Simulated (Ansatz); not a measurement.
**C₄H₃F₃: a ladder of functionals and wavefunction methods**

An exercise on one series of results from a longer session: the logs are not shown, and one member is left open.

The runs use Ansatz 0.2.0, Gaussian basis; functionals in def2-TZVPP, the program's frozen cores in correlated methods.

Plan: LDA (SPW92), PBE-D4, revPBE-D4, BLYP-D4, r2SCAN-D4, B97M-V, PBE0-D4, B3LYP-D4, r2SCANh-D4, r2SCAN0-D4, HSE06-D4, BHLYP-D4, CAM-B3LYP-D4, LC-ωPBE, ωB97X-V, ωB97M-V, B2PLYP, PBE-QIDH; CCSD(T)/def2-SVP; CCSD(T)/def2-TZVPP; MP2/def2-QZVPP; extrapolation to the limit; RPA on PBE.

### The relaxed structure

An earlier PBE0-D4 in a triple-zeta def2 set relaxation fixed the geometry.

10 atoms, charge 0, spin multiplicity 1.

Atoms are counted from 1 here; the program's logs count them from 0.

Bond lengths: C1–C2 1.446 Å, C1–H8 1.092 Å, C1–H9 1.092 Å, C1–H10 1.092 Å, C2–C3 1.199 Å, C3–C4 1.455 Å, C4–F5 1.338 Å, C4–F6 1.338 Å, C4–F7 1.338 Å. Angles: C2–C1–H8 110.6°, C2–C1–H9 110.6°, C2–C1–H10 110.6°, H8–C1–H9 108.3°, H8–C1–H10 108.3°, H9–C1–H10 108.3°, C1–C2–C3 179.9°, C2–C3–C4 179.9°, C3–C4–F5 111.6°, C3–C4–F6 111.6°, C3–C4–F7 111.6°, F5–C4–F6 107.3°, F5–C4–F7 107.3°, F6–C4–F7 107.3°.

Set-up of the first run:

Input file in.yaml:

```yaml
crystal:
  periodic: [false, false, false]
  atoms:
    - {symbol: C, position_ang: [0.619811, -1.556941, 1.244837]}
    - {symbol: C, position_ang: [0.194583, -0.479136, 0.380100]}
    - {symbol: C, position_ang: [-0.159083, 0.414268, -0.336810]}
    - {symbol: C, position_ang: [-0.584698, 1.499684, -1.206575]}
    - {symbol: F, position_ang: [0.461520, 2.155463, -1.722920]}
    - {symbol: F, position_ang: [-1.329599, 2.395254, -0.547547]}
    - {symbol: F, position_ang: [-1.317847, 1.050138, -2.232080]}
    - {symbol: H, position_ang: [0.341194, -2.523642, 0.819303]}
    - {symbol: H, position_ang: [0.153142, -1.467233, 2.228393]}
    - {symbol: H, position_ang: [1.704079, -1.539154, 1.376198]}
basis:
  gaussian: {orbitals: def2-TZVPP}
hamiltonian: {xc: lda}
output: {orbitals: {seedname: orbitals}}
```

Steps of the session up to this table: LDA; PBE-D4 (GGA); revPBE-D4 (GGA); BLYP-D4 (GGA); r2SCAN-D4 (meta-GGA); B97M-V (meta-GGA); PBE0-D4 (hybrid); B3LYP-D4 (hybrid); r2SCANh-D4 (hybrid); r2SCAN0-D4 (hybrid); HSE06-D4 (hybrid); BHLYP-D4 (hybrid); CAM-B3LYP-D4 (range-separated); LC-ωPBE-D4 (range-separated; the results give it without D4); ωB97X-V (range-separated); ωB97M-V (range-separated); B2PLYP (double hybrid); PBE-QIDH (double hybrid).

One of the session's tables, all rows but one given; the rest of the session is left out.

It belongs to the step «Orbital energies across the functionals». 

```
  functional  HOMO (eV)  gap (eV)
 LDA (SPW92)      -7.46      6.36
      PBE-D4      -7.26      6.43
   revPBE-D4      -7.18      6.46
     BLYP-D4      -7.12      6.42
   r2SCAN-D4      -7.52      6.95
      B97M-V      -7.52      7.08
     PBE0-D4      -8.57      8.77
    B3LYP-D4      -8.34      8.29
  r2SCANh-D4      -8.01      7.81
  r2SCAN0-D4      -8.75      9.10
    HSE06-D4      -8.17      7.98
    BHLYP-D4          ?         ?
CAM-B3LYP-D4      -9.97     11.32
     LC-ωPBE     -11.39     13.95
     ωB97X-V     -10.97     13.46
     ωB97M-V     -10.85     13.21
```

**Question.** Estimate the row for BHLYP-D4.

Worked estimate for «HOMO (eV)». Against the share of exact exchange, BLYP-D4 (0, -7.12), B3LYP-D4 (0.2, -8.34) give a slope of -6.10 per unit share; at 0.5 the line stands at -10.17.

**Answer.** HOMO (eV): -9.74; gap (eV): 11.07. In «HOMO (eV)» the line misses by -0.43.
